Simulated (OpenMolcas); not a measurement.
# Ta⁴⁺ with 6 ligands (chloride): CASSCF and CASPT2 levels and susceptibility

Aim: the ligand-field states of Ta⁴⁺ in this surrounding, its lowest levels with spin-orbit coupling and its magnetic susceptibility.

Program: OpenMolcas 26.06. Level of theory: state-averaged CASSCF and CASPT2, spin-orbit coupling by RASSI with atomic mean-field integrals. These are calculated values, not measurements, unless marked.

### 1 What is computed

| Item | Value |
| --- | --- |
| Species | Ta⁴⁺ (tantalum, Z = 73, 69 electrons) |
| Basis | ANO-RCC-VDZP [7s6p4d2f1g], 176 functions with the ligands |
| Scalar Hamiltonian | DKH2, point nucleus |
| Inactive shells | 1s 2s 2p 3s 3p 3d 4s 4p 4d 4f 5s 5p of the metal, and all ligand shells |
| Active space | 1 electron in 5 orbitals (5d) |
| Some configurations of this space | 5d |
| Orbitals | optimised for each spin and parity, averaged over all roots |

The outer shells:

5d
```
5d [↑ ][  ][  ][  ][  ]
```

Ta⁴⁺ is taken with 6 ligands (chloride) in trigonal antiprism coordination (D3d) at 2.44 Å, a polar angle of 68.0° against the regular 54.74°. A charge of +0.333 e stands 3.2 Å behind each ligand. Ligand basis ANO-RCC-VDZP. The distances are assumed, not relaxed.

```xyz
7

Ta    0.0000    0.0000    0.0000
Cl    0.0000    2.2629    0.9126
Cl   -1.9597   -1.1315    0.9126
Cl    1.9597   -1.1315    0.9126
Cl    0.0000   -2.2629   -0.9126
Cl    1.9597    1.1315   -0.9126
Cl   -1.9597    1.1315   -0.9126
```

Each step is its own input file, run in one work folder so that later steps find the files of earlier ones. Labels, J, g values, rates, χT and fits are worked out afterwards by a script from the matrices that RASSI stores. The input lists half of the charges; inversion (Group=XYZ) makes the rest.

### 2 Basis and integrals

File a.inp:

```
&GATEWAY
Coord
7

Ta 0.0 0.0 0.0
Cl 0.000000 2.262908 0.912604
Cl -1.959736 -1.131454 0.912604
Cl 1.959736 -1.131454 0.912604
Cl 0.000000 -2.262908 -0.912604
Cl 1.959736 1.131454 -0.912604
Cl -1.959736 1.131454 -0.912604
Basis=Ta.ANO-RCC-VDZP,Cl.ANO-RCC-VDZP
Group=XYZ
NoMove
AngMom=0.0 0.0 0.0
AMFI
RICD
XField
3 Angstrom 0
0.000000 5.230657 2.109462 0.333333
4.529882 -2.615328 2.109462 0.333333
4.529882 2.615328 -2.109462 0.333333
&SEWARD
```

Command:

```console
$ OMP_NUM_THREADS=1 MOLCAS_MEM=2457 MOLCAS_PROJECT=a pymolcas a.inp > a.log
```

### 3 CASSCF: doublets of even parity, 5 roots

File a.inp:

```
&RASSCF
FileOrb=start.orb
Symmetry=1
Spin=2
nActEl=1 0 0
Inactive=42 46
Ras2=5 0
CIRoot=5 5 1
SDav=5
CIMx=300
Iter=150 100
PrWF=0.3
OrbListing=Nothing
MaxOrb=0
LevShft=1.0
>>> COPY $Project.JobIph JOB001
```

start.orb holds start orbitals that the driver prepared beforehand, or those of the step before.

### 4 RASSI: spin-orbit coupling between the states

File a.inp:

```
&RASSI
NrOfJobIphs=1 5
1 2 3 4 5
IphNames
JOB001
EJob
SpinOrbit
DIPRint=1.0
SOCoupling=1000.0
Subsets=2
Property=9
'ANGMOM' 1 'ANGMOM' 2 'ANGMOM' 3 'MLTPL  1' 1 'MLTPL  1' 2 'MLTPL  1' 3
'AMFI' 1 'AMFI' 2 'AMFI' 3
SOProperty=3
'ANGMOM' 1 'ANGMOM' 2 'ANGMOM' 3
```

### 5 CASPT2: IPEA 0.25, imaginary shift 0.1 (56 orbitals frozen, the lowest in energy)

File a.inp:

```
>>> COPY JOB001 $Project.JobIph
&CASPT2
Multistate=5 1 2 3 4 5
NoMult
Frozen=29 27
IPEA=0.25
Imaginary=0.1
MaxIter=60
WThr=0.0 0.3 0.05
PrWF=0.5
NoMix
```

(Steps that only read results are left out.)

Q: Predict the outcome of this session. Wanted: spin-free ground state; first state of the same spin within the active space; lowest level; next level.

The runs gave:

| quantity | value |
| --- | --- |
| method | SS-CASPT2, IPEA 0.25, imaginary shift 0.1 (56 orbitals frozen, the lowest in energy) |
| spin-free ground state | 2A1, 1-fold in its orbital part |
| first state of the same spin within the active space | 2E at 2910 cm⁻¹ |
| lowest level | 2-fold E1/2, g = 0.16, 0.16, 1.19 |
| next level | 3580.9 cm⁻¹ |
| χT at 300 K | 0.07 cm³ K/mol |
| effective moment at 300 K | 0.76 μB |

Cost by method:

```csv
method,time of its own steps,time with the reference
A. CASSCF,25 s,25 s
"B. SS-CASPT2, IPEA 0.25, imaginary shift 0.1 (56 orbitals frozen, the lowest in energy)",25 s,50 s
```

Times are of one thread on a shared host.

**Reading.** The spin-free ground state (2A1) is 1-fold and keeps the highest spin of the shell. χT at 300 K is 0.07, against 0.38 cm³ K/mol for the spin alone, so orbital moment lowers it. The frozen orbitals are chosen by energy, so an outer shell of the metal can be frozen while a deeper shell elsewhere is correlated. The bonds are covalent and no ligand orbital is active, so the numbers are rough.
